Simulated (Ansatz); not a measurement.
# Si: the cost of one run

Method: DFT r2SCAN, scalar-relativistic, plane waves, PAW, in Ansatz 0.2.0.

1 further run of the same task is left out (set aside as unsound or not needed). Runs told in other sessions of the task aren't counted.

### Step 1. Starting point

The structure is cubic, space group Ia-3 (No. 206). The conventional cell has a = 6.647 Å, b = 6.647 Å, c = 6.647 Å, α = 90.00°, β = 90.00°, γ = 90.00°. Si (site symmetry 3) has 4 Si at 2.32 to 2.39 Å in its first shell of neighbours.

Coordinates:

```cif
data_structure
_symmetry_space_group_name_H-M 'P 1'
_symmetry_Int_Tables_number 1
_cell_length_a 5.7567
_cell_length_b 5.7567
_cell_length_c 5.7567
_cell_angle_alpha 109.471
_cell_angle_beta 109.471
_cell_angle_gamma 109.471
_cell_volume 146.86
loop_
_atom_site_label
_atom_site_type_symbol
_atom_site_fract_x
_atom_site_fract_y
_atom_site_fract_z
_atom_site_occupancy
Si1 Si 0.20140 0.20140 0.20140 1
Si2 Si 0.50000 0.00000 0.29860 1
Si3 Si 0.29860 0.50000 0.00000 1
Si4 Si 0.00000 0.29860 0.50000 1
Si5 Si 0.79860 0.79860 0.79860 1
Si6 Si 0.50000 0.00000 0.70140 1
Si7 Si 0.70140 0.50000 0.00000 1
Si8 Si 0.00000 0.70140 0.50000 1
```

It is the result of an earlier relaxation at this level (volume 18.36 Å³/atom; gap on the mesh: none (metal)).

### Step 2. The reference cell

The reference gives a free energy of -5111.0450 eV, pressure 0.02 GPa, largest force 0.005 eV/Å and gap on the mesh none (metal). It was computed beforehand with the settings of the runs below.

### Step 3. Next: energy and stress against strain

The cell is strained by ε times the Voigt pattern (1, 1, 0, 0, 0, 0) (xx, yy, zz, yz, xz, xy; engineering shear), with fractional coordinates fixed (clamped ions). The stress on the pattern is the sum of the stress components weighted by it, tension positive.

### Step 4. At ε = -0.1000

Contents of input.yaml:

```yaml
crystal:
  lattice:
    - [-2.9912530915, 2.9912530915, 3.3236145461]
    - [2.9912530915, -2.9912530915, 3.3236145461]
    - [2.9912530915, 2.9912530915, -3.3236145461]
  atoms:
    - { symbol: Si, position: [0.2013996517, 0.2013996517, 0.2013996517] }
    - { symbol: Si, position: [0.5, 0.0, 0.2986003483] }
    - { symbol: Si, position: [0.2986003483, 0.5, 0.0] }
    - { symbol: Si, position: [0.0, 0.2986003483, 0.5] }
    - { symbol: Si, position: [0.7986003483, 0.7986003483, 0.7986003483] }
    - { symbol: Si, position: [0.5, 0.0, 0.7013996517] }
    - { symbol: Si, position: [0.7013996517, 0.5, 0.0] }
    - { symbol: Si, position: [0.0, 0.7013996517, 0.5] }
basis:
  ecutwfc: 500
kpoints:
  mp_grid: { grid: [8, 8, 8] }
hamiltonian:
  xc: r2scan
scf:
  occupations: { method: gaussian, width: 0.15 }
output:
  forces: true
  stress: true
  eigenvalues: true
```

Run with:

```
$ ansatz run input.yaml --threads 2 --pin off --max-ram 5120MiB --backend cpu --events-out ev --progress --plain --runs-dir out
```

Q: Estimate wall time and peak memory on 2 threads of AMD EPYC 7R43 (Zen 3), shared host.

About 34 s, with a peak of 0.82 GiB.
